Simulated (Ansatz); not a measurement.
# AlBH6N2: a ladder of functionals and wavefunction methods

One table from this session's results is given with a row withheld; the runs are named, their logs left out.

Computed with Ansatz 0.2.0, Gaussian basis. Level: functionals in def2-TZVPP, the program's frozen cores in correlated methods.

The runs, in order: LDA (SPW92), PBE-D4, revPBE-D4, BLYP-D4, r2SCAN-D4, B97M-V, PBE0-D4, B3LYP-D4, r2SCANh-D4, r2SCAN0-D4, HSE06-D4, BHLYP-D4, CAM-B3LYP-D4, LC-ωPBE, ωB97X-V, ωB97M-V, B2PLYP, PBE-QIDH; CCSD(T)/def2-SVP; CCSD(T)/def2-TZVPP; MP2/def2-QZVPP; extrapolation to the limit; RPA on PBE.

## The relaxed structure

The geometry comes from an earlier relaxation with PBE0-D4 in a triple-zeta def2 set; it is a stationary point, not always the lowest conformer.

SMILES `N[B](N)[AlH2]`, 10 atoms, charge 0, spin multiplicity 1.

Atoms are counted from 1 here; the program's logs count them from 0.

Bond lengths: N1–B2 1.414 Å, N1–H5 1.008 Å, N1–H6 1.003 Å, B2–N3 1.414 Å, B2–Al4 2.140 Å, N3–H7 1.003 Å, N3–H8 1.008 Å, Al4–H9 1.600 Å, Al4–H10 1.600 Å. Angles: B2–N1–H5 124.2°, B2–N1–H6 122.6°, H5–N1–H6 113.1°, N1–B2–N3 120.4°, N1–B2–Al4 119.8°, N3–B2–Al4 119.9°, B2–N3–H7 122.6°, B2–N3–H8 124.2°, H7–N3–H8 113.1°, B2–Al4–H9 122.1°, B2–Al4–H10 122.0°, H9–Al4–H10 115.8°.

Set-up of the first run:

Input file in.yaml:

```yaml
crystal:
  periodic: [false, false, false]
  atoms:
    - {symbol: N, position_ang: [-1.524669, -0.348879, -0.070244]}
    - {symbol: B, position_ang: [-0.113801, -0.254195, -0.048444]}
    - {symbol: N, position_ang: [0.683213, -1.401248, -0.269734]}
    - {symbol: Al, position_ang: [0.818347, 1.635894, 0.321518]}
    - {symbol: H, position_ang: [-2.033231, -1.203237, -0.237554]}
    - {symbol: H, position_ang: [-2.122311, 0.442048, 0.081898]}
    - {symbol: H, position_ang: [1.685722, -1.373328, -0.261596]}
    - {symbol: H, position_ang: [0.314079, -2.322015, -0.449971]}
    - {symbol: H, position_ang: [2.408875, 1.806568, 0.363470]}
    - {symbol: H, position_ang: [-0.033124, 2.967190, 0.573458]}
basis:
  gaussian: {orbitals: def2-TZVPP}
hamiltonian: {xc: lda}
output: {orbitals: {seedname: orbitals}}
```

Started as:

```console
$ ansatz run in.yaml --threads 2 --pin off --events-out ev --progress --plain --max-ram 4352MiB
```

Among the steps run: LDA; PBE-D4 (GGA); revPBE-D4 (GGA); BLYP-D4 (GGA); r2SCAN-D4 (meta-GGA); B97M-V (meta-GGA); PBE0-D4 (hybrid); B3LYP-D4 (hybrid); r2SCANh-D4 (hybrid); r2SCAN0-D4 (hybrid); HSE06-D4 (hybrid); BHLYP-D4 (hybrid); CAM-B3LYP-D4 (range-separated); LC-ωPBE (range-separated); ωB97X-V (range-separated); ωB97M-V (range-separated); B2PLYP (double hybrid); PBE-QIDH (double hybrid).

One table of the session follows, with a row left open; its other results are not shown here.

It belongs to the step «Orbital energies across the functionals». 

| functional | HOMO (eV) | LUMO (eV) | gap (eV) |
| --- | --- | --- | --- |
| LDA (SPW92) | -5.82 | -2.47 | 3.35 |
| PBE-D4 | -5.70 | -2.25 | 3.45 |
| revPBE-D4 | -5.63 | -2.15 | 3.48 |
| BLYP-D4 | -5.56 | -2.13 | 3.43 |
| r2SCAN-D4 | -5.96 | -2.01 | 3.96 |
| B97M-V | -6.05 | -2.21 | 3.84 |
| PBE0-D4 | -6.91 | -1.50 | 5.41 |
| B3LYP-D4 | ? | ? | ? |
| r2SCANh-D4 | -6.41 | -1.75 | 4.66 |
| r2SCAN0-D4 | -7.06 | -1.37 | 5.69 |
| HSE06-D4 | -6.51 | -1.87 | 4.64 |
| BHLYP-D4 | -8.01 | -0.74 | 7.28 |
| CAM-B3LYP-D4 | -8.26 | -0.56 | 7.69 |
| LC-ωPBE | -9.58 | 0.51 | 10.09 |
| ωB97X-V | -9.26 | 0.40 | 9.65 |
| ωB97M-V | -9.03 | 0.14 | 9.17 |

Estimate the missing values for B3LYP-D4.

Worked estimate for «HOMO (eV)». Against the share of exact exchange, BLYP-D4 (0, -5.56), BHLYP-D4 (0.5, -8.01) give a slope of -4.90 per unit share; at 0.2 the line stands at -6.54.

The run gave: HOMO (eV): -6.73; LUMO (eV): -1.70; gap (eV): 5.03. In «HOMO (eV)» the line misses by +0.19.
